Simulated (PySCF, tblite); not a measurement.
# C₂H₁₁P₃Si₃: geometry, infrared bands and NMR shifts

Aim: predict the infrared bands and NMR shifts of C₂H₁₁P₃Si₃ (`C=C[SiH]1P[SiH2]P[SiH2]P1`).

Computed with tblite 0.8.0 and PySCF 2.14.0, with density-fitted response routines of our own, on a single molecule in the gas phase. Atoms are numbered from 0 throughout.

## 1. The molecule as given

19 atoms, charge 0, multiplicity 1; geometry from: force field or distance geometry start.

Bonds of the start (Å): C0–C1 1.34, C1–Si2 1.81, Si2–P3 2.19, P3–Si4 2.19, Si4–P5 2.19, P5–Si6 2.20, Si6–P7 2.20, P7–Si2 2.20, C0–H8 1.08, C0–H9 1.09, C1–H10 1.10, Si2–H11 1.49, P3–H12 1.40, Si4–H13 1.48, Si4–H14 1.49, P5–H15 1.40, Si6–H16 1.48, Si6–H17 1.48, P7–H18 1.41.

## 2. Optimising the geometry with GFN2-xTB

What the job is given:

```
{"job": {"kind": "relax", "xc": "GFN2-xTB", "basis": "xTB"}, "charge": 0, "multiplicity": 1}
C      3.529900    -0.654400    -0.840400
C      2.628500    -0.579500     0.151600
Si     0.862600    -0.188400     0.016000
P     -0.272200    -1.884600     0.797900
Si    -2.227900    -1.212900     0.084800
P     -2.939000     0.467800     1.299600
Si    -1.548900     1.955500     0.460100
P      0.482000     1.602800     1.237100
H      4.565200    -0.901900    -0.635600
H      3.249200    -0.468400    -1.872200
H      2.959800    -0.780700     1.176100
H      0.509900     0.058300    -1.405700
H      0.012800    -2.814100    -0.212900
H     -3.187200    -2.326900     0.210100
H     -2.162000    -0.822100    -1.349900
H     -4.077400     0.806900     0.552300
H     -1.986400     3.301000     0.903100
H     -1.571700     1.911800    -1.016200
H      1.163000     2.539100     0.436700
```

On the command line:

```bash
$ OMP_NUM_THREADS=1 python probes_run.py task.json out
```

This one command runs all jobs of the session in turn.

**Question.** This job is followed by: GFN2-xTB harmonic vibrations, gas phase; GIAO PBE0/pcSseg-1 NMR shielding, non-relativistic, gas phase. What will the session give for the following? strongest single infrared mode (GFN2-xTB); zero-point energy (GFN2-xTB); ¹³C shifts against TMS (PBE0/pcSseg-1); ¹H shifts against TMS (PBE0/pcSseg-1, means over atoms taken as alike); ²⁹Si shifts against TMS (PBE0/pcSseg-1, means over atoms taken as alike); ³¹P shifts against H3PO4 (PBE0/pcSseg-1, means over atoms taken as alike).

The runs gave:

| quantity | value |
| --- | --- |
| strongest single infrared mode (GFN2-xTB) | 2132 cm⁻¹, 384 km/mol |
| zero-point energy (GFN2-xTB) | 70.8 kcal/mol |
| ¹³C shifts against TMS (PBE0/pcSseg-1) | 145.1, 142.5 ppm |
| ¹H shifts against TMS (PBE0/pcSseg-1, means over atoms taken as alike) | 6.44, 6.40, 6.23, 5.49, 5.15, 4.69, 0.77, 0.74 ppm |
| ²⁹Si shifts against TMS (PBE0/pcSseg-1, means over atoms taken as alike) | -14.4, -51.9 ppm |
| ³¹P shifts against H3PO4 (PBE0/pcSseg-1, means over atoms taken as alike) | -308.7, -324.0 ppm |

In words: The optimisation took 57 steps and gained 0.324 eV; among the close pairs (by a distance rule), C1–Si2 changed most, from 1.814 to 1.885 Å. All 51 modes are real, so the xTB geometry is a minimum. The strongest single mode, at 2132 cm⁻¹, moves mainly H17 and H14. Unscaled tight-binding wavenumbers are off by several per cent, some by more. Its intensities can rank the bands wrongly. The most deshielded carbon is C1 (alkene CH), at 145.1 ppm: an sp2 carbon of a C=C bond. The most deshielded hydrogen is H10 (hydrogen on an alkene CH), at 6.44 ppm: a vinylic proton, deshielded by the sp2 carbon and the C=C anisotropy.
